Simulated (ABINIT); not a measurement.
Ga3Se in ABINIT: the effect of functional

Crystal: Ga3Se.

```
CELL_PARAMETERS angstrom
4.43246 0.00000 0.00000
0.00000 4.43246 0.00000
0.00000 0.00000 4.43246
ATOMIC_POSITIONS crystal
Se 0.00000 0.00000 0.00000
Ga 0.50000 0.50000 0.00000
Ga 0.50000 0.00000 0.50000
Ga 0.00000 0.50000 0.50000
```

The cell comes from a database or a generator and needn't be the stable form of this composition.

Alike in all runs:

```yaml
Program: ABINIT 10.8.3 (patched build)
Task: band structure
k_mesh: 6 × 6 × 6
Occupations: fermi-dirac, width 0.05 eV
Spin: no spin polarisation
```

| functional | potentials or basis | cutoff | pressure (GPa) |
| --- | --- | --- | --- |
| PBEsol | PseudoDojo NC SR PBEsol v0.4.1 standard | 1170 eV | ? |
| LDA | JTH PAW LDA v2.0 | 463 eV | -5.1 |
| r2SCAN | JTH PAW PBE v2.0 | 544 eV | -1.6 |
| PBE | JTH PAW PBE v2.0 | 463 eV | -0.7 |

Task: What does the run with functional PBEsol give?

Result: Pressure -3.6 GPa.

Caveats: the PAW data sets were made with another functional, which shifts forces and pressure a little (some runs).

The runs don't all hold the same shells in valence.
